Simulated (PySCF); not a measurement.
# C3H4B2Cl2S: electronic excitations

Aim: predict the electronic excitations of C3H4B2Cl2S (`C#CB(SC)B(Cl)Cl`).

Computed with PySCF 2.14.0, with density-fitted response routines of our own, on a single molecule in the gas phase. Atoms count from 0, in the outputs and in this text.

**1. The molecule as given**

12 atoms, charge 0, multiplicity 1; geometry from: GFN2-xTB.

Bonds of the start (Å): C0–C1 1.21, C1–B2 1.50, B2–S3 1.77, S3–C4 1.83, B2–B5 1.67, B5–Cl6 1.73, B5–Cl7 1.73, C0–H8 1.05, C4–H9 1.08, C4–H10 1.08, C4–H11 1.08.

**2. Excited states and response: PBE0/def2-SVPD**

The job: settings as JSON, then the geometry in Å.

```
{"job": {"kind": "uv", "xc": "PBE0", "basis": "def2-SVPD", "nstates": 8, "ntriplets": 3}, "charge": 0, "multiplicity": 1}
C     -1.670287     2.902222    -0.001700
C     -1.065524     1.858877    -0.011604
B     -0.332879     0.544587    -0.038204
S      1.265717     0.535114     0.730821
C      1.845398    -1.186311     0.513158
B     -1.003692    -0.811634    -0.755425
Cl    -1.997127    -1.928374     0.121883
Cl    -0.748337    -1.198124    -2.425859
H     -2.191715     3.815215     0.010605
H      1.899785    -1.421167    -0.544642
H      1.167263    -1.865112     1.019316
H      2.832596    -1.245979     0.958861
```

With the program's defaults for keys left out, this is: TDDFT PBE0/def2-SVPD, vertical, gas phase, core orbitals frozen in the response.

The run is started by

```sh
> OMP_NUM_THREADS=1 python probes_run.py task.json out
```

The driver reads the jobs from task.json and runs them one after another.

What it wrote:

```text
coarse grid: 12784 points
cycle   1  E = -1483.7117226640  dE =  9.266e-01  |g| = 3.551e-01  |ddm| = 9.501e+00
cycle   2  E = -1483.7034794847  dE =  8.243e-03  |g| = 4.027e-01  |ddm| = 1.855e+00
cycle   3  E = -1483.7457200562  dE = -4.224e-02  |g| = 1.184e-01  |ddm| = 9.407e-01
cycle   4  E = -1483.7487020513  dE = -2.982e-03  |g| = 4.617e-02  |ddm| = 2.117e-01
cycle   5  E = -1483.7492312896  dE = -5.292e-04  |g| = 1.517e-02  |ddm| = 9.565e-02
cycle   6  E = -1483.7493005019  dE = -6.921e-05  |g| = 2.740e-03  |ddm| = 3.667e-02
cycle   7  E = -1483.7493025728  dE = -2.071e-06  |g| = 9.212e-04  |ddm| = 8.128e-03
final grid: 112768 points
cycle   8  E = -1483.9013266053  dE = -2.971e-05  |g| = 8.275e-03  |ddm| = 1.568e-01
cycle   9  E = -1483.9013093745  dE =  1.723e-05  |g| = 1.115e-02  |ddm| = 4.246e-02
cycle  10  E = -1483.9013464396  dE = -3.707e-05  |g| = 1.105e-03  |ddm| = 2.575e-02
cycle  11  E = -1483.9013467422  dE = -3.026e-07  |g| = 4.201e-04  |ddm| = 2.683e-03
cycle  12  E = -1483.9013467854  dE = -4.317e-08  |g| = 1.792e-04  |ddm| = 1.075e-03
cycle  13  E = -1483.9013467934  dE = -8.037e-09  |g| = 4.477e-05  |ddm| = 3.105e-04
cycle  14  E = -1483.9013467940  dE = -5.800e-10  |g| = 8.644e-06  |ddm| = 1.240e-04
converged SCF energy = -1483.9013467940

Static polarisability (au): isotropic 112.134, principal 92.332 108.663 135.406

Singlet excitations
state   eV       nm        f      main configurations
  1   4.2118    294.4   0.00073   H-1->L 0.96
  2   4.6171    268.5   0.02410   H-1->L+1 0.59, H->L 0.38
  3   4.7606    260.4   0.00034   H->L+1 0.99
  4   5.1216    242.1   0.22098   H->L 0.55, H-1->L+1 0.34
  5   5.4097    229.2   0.00080   H-2->L 0.94
  6   5.6879    218.0   0.00011   H-3->L+1 0.73, H-4->L+1 0.25
  7   5.7665    215.0   0.01322   H-3->L 0.53, H-2->L+1 0.37
  8   6.0508    204.9   0.05410   H-2->L+1 0.40, H-3->L 0.36, H-4->L 0.14

Triplet excitations (Tamm-Dancoff, eV): 3.5419 3.8167 4.1805
```

Wall time 1.8 min (1 thread of Intel Xeon at 2.50GHz, shared host); peak memory 0.87 GiB.

The orbitals next to the gap, with their largest atomic shares:

```
orbital     eV                        atoms
 HOMO−3  -8.99  Cl7 23 %, Cl6 21 %, C1 21 %
 HOMO−2  -8.96    C1 23 %, C0 19 %, S3 17 %
 HOMO−1  -7.86    C0 25 %, C1 21 %, S3 13 %
   HOMO  -7.71    S3 52 %, C0 13 %, C1 12 %
   LUMO  -2.07    B2 32 %, S3 18 %, C0 16 %
 LUMO+1  -1.79  B5 44 %, Cl6 17 %, Cl7 17 %
 LUMO+2   0.14    S3 26 %, C4 14 %, B5 12 %
```

With each of the 8 states as a Gaussian band of 0.4 eV half-width at 1/e, the curve within the window shown has maxima at 242 nm (ε 9,200), 208 nm (ε 2,600) L/(mol cm). Beyond the last state computed it falls off for lack of states. The curve at chosen wavelengths:

(nm, ε (L/mol/cm)): (195, 1313), (201, 2244), (207, 2621), (213, 2534), (219, 2855), (225, 4303), (231, 6606), (236, 8342), (242, 9224), (248, 8529), (254, 6819), (260, 4906), (266, 3312), (272, 2176), (278, 1421), (284, 924), (290, 594), (296, 373), (302, 228), (307, 148), (313, 87), (319, 50), (325, 28), (331, 16), (337, 9), (343, 5)

Leading natural transition orbitals of singlet state 4: the hole lies on S3 53 %; C0 15 %; C1 11 %; the particle on B2 40 %; C0 16 %; S3 15 %.

Leading natural transition orbitals of singlet state 1: the hole lies on C0 34 %; C1 25 %; S3 11 %; the particle on B2 40 %; C0 20 %; S3 15 %.

Further results of this job:

```
           property  computed
  dipole moment (D)      0.91
polarisability (Å³)     16.62
 HOMO–LUMO gap (eV)      5.64
      −ε(HOMO) (eV)      7.71
```

The fields below are evaluated on a grid from the run's orbitals.

Frontier orbitals at PBE0/def2-SVPD, with the share of their density that lies nearest to each atom:

```
orbital  energy (eV)                    lies on
   HOMO        -7.71   S3 58 %; C0 14 %; C1 9 %
   LUMO        -2.07  B2 41 %; C0 17 %; S3 16 %
```

ELF in a plane through or near 8 of the atoms.

Ten even steps from ' ' (0.00) to '@' (1.00):
```
                                                        
                                                        
                                                        
                      ::==++==                          
              ::::    ==##%%##::                        
            **@@@@--  **@@@@%%--    ::----..            
          ..%%@@@@%%::**::::##::  ::==**++--==--        
            ##@@@@##**%%--**==--::++##%%**@@@@@@##      
            ..==++++..%%++%%%%==%%----++##@@@@@@%%      
              ..====++--::**::==%%==++##..%%@@@@**      
                ::++--  ..##++..**##**%%##**==::        
                  ..    ::%%@@@@++--++++**==..          
                        ..--==**==    ::::..            
                      ..--::  ....                      
                        ..----..                        
                                                        
                                                        
                                                        
                                                        
                                                        
```
The map spans 13.8 Å across and 9.9 Å up, centred on the molecule. Atoms in the plane (x, y in Å): C0 (3.3, 0.6), C1 (2.1, 0.4), B2 (0.6, 0.1), S3 (-0.4, 1.5), C4 (-2.1, 0.8), B5 (0.1, -1.5), H8 (4.3, 0.8), H11 (-2.8, 1.6).

On the surface of density 0.002 e/bohr³ the electrostatic potential runs, from the 1st to the 99th percentile, from -0.65 V near C1 to 1.43 V near H8.

**3. Outcome**

| quantity | value |
| --- | --- |
| lowest singlet (PBE0/def2-SVPD) | 4.21 eV (294 nm), f = 0.001 |
| brightest single state of those computed | state 4, 5.12 eV, f = 0.221 |
| lowest triplet | 3.54 eV |
| surface potential, 1st and 99th percentile | -0.65 V and 1.43 V |

In words: The lowest singlet, at 4.21 eV, is HOMO−1→LUMO 0.96 and is dark; of the 8 states computed, the strongest absorption comes from state 4 at 5.12 eV. The lowest triplet lies 0.67 eV below the lowest singlet (triplets in Tamm-Dancoff, singlets in full TDDFT). At PBE0/def2-SVPD, counted by nearest atom on the grid, the HOMO lies on S3 58 %; C0 14 %, the LUMO on B2 41 %; C0 17 %.
